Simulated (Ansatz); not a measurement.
# Ga2As: the cost of one run

Computed with Ansatz 0.2.0 (DFT PBE, scalar-relativistic, plane waves, PAW, unless a step's input says otherwise).

1 further run of the same task is left out (set aside as unsound or not needed).

**1. The starting structure**

The structure is cubic, space group Fd-3m (No. 227). Conventional cell: a = 7.800 Å, b = 7.800 Å, c = 7.800 Å, α = 90.00°, β = 90.00°, γ = 90.00°. Ga (site symmetry -3m) is surrounded by 6 Ga at 2.76 Å and 6 As at 3.23 Å. Around As (site symmetry -43m) lie 12 Ga at 3.23 Å.

As a file:

```xyz
6
Lattice="0.0000 3.8998 3.8998 3.8998 0.0000 3.8998 3.8998 3.8998 0.0000" Properties=species:S:1:pos:R:3 pbc="T T T"
Ga    0.9749    0.9749    0.9749
Ga    0.9749    2.9248    2.9248
Ga    2.9248    2.9248    0.9749
Ga    2.9248    0.9749    2.9248
As    3.8998    3.8998    3.8998
As    5.8497    5.8497    5.8497
```

The cell was relaxed beforehand at this level, from a database cell with other species swapped in; it is a trial structure. At a tolerance of 0.05 Å it has space group Fd-3m (No. 227); it has 19.77 Å³/atom, an uncorrected energy of +0.30 eV/atom over the elements.

**2. Electronic structure at the relaxed geometry**

Input file input.yaml:

```yaml
crystal:
  lattice:
    - [0.0, 3.8997905488, 3.8997905488]
    - [3.8997905488, 0.0, 3.8997905488]
    - [3.8997905488, 3.8997905488, 0.0]
  atoms:
    - { symbol: Ga, position: [0.125, 0.125, 0.125] }
    - { symbol: Ga, position: [0.625, 0.125, 0.125] }
    - { symbol: Ga, position: [0.125, 0.125, 0.625] }
    - { symbol: Ga, position: [0.125, 0.625, 0.125] }
    - { symbol: As, position: [0.5, 0.5, 0.5] }
    - { symbol: As, position: [0.75, 0.75, 0.75] }
basis:
  ecutwfc: 420
kpoints:
  mp_grid: { grid: [8, 8, 8] }
  band_path:
    path:
      - [[0.0, 0.0, 0.0], [0.5, 0.0, 0.5], [0.625, 0.25, 0.625]]
      - [[0.375, 0.375, 0.75], [0.0, 0.0, 0.0], [0.5, 0.5, 0.5], [0.5, 0.25, 0.75], [0.5, 0.0, 0.5]]
    npoints: 14
hamiltonian:
  xc: pbe
scf:
  occupations: { method: gaussian, width: 0.1 }
  n_extra_bands: 15
output:
  forces: true
  stress: true
  eigenvalues: true
  populations: true
  dos: { projected: true, de: 0.02, nscf_kmesh: { grid: [10, 10, 10] } }
  bader: true
  write_density: true
  write_potential: true
  elf: true
  volumetric_format: npy
```

Launch:

```sh
$ ansatz run input.yaml --threads 1 --pin off --max-ram 2560MiB --backend cpu --events-out ev --progress --plain --runs-dir out
```

Q: Estimate wall time and peak memory on 1 thread of AMD EPYC 9R45 (Zen 5), shared host.

About 33 s, with a peak of 0.62 GiB.
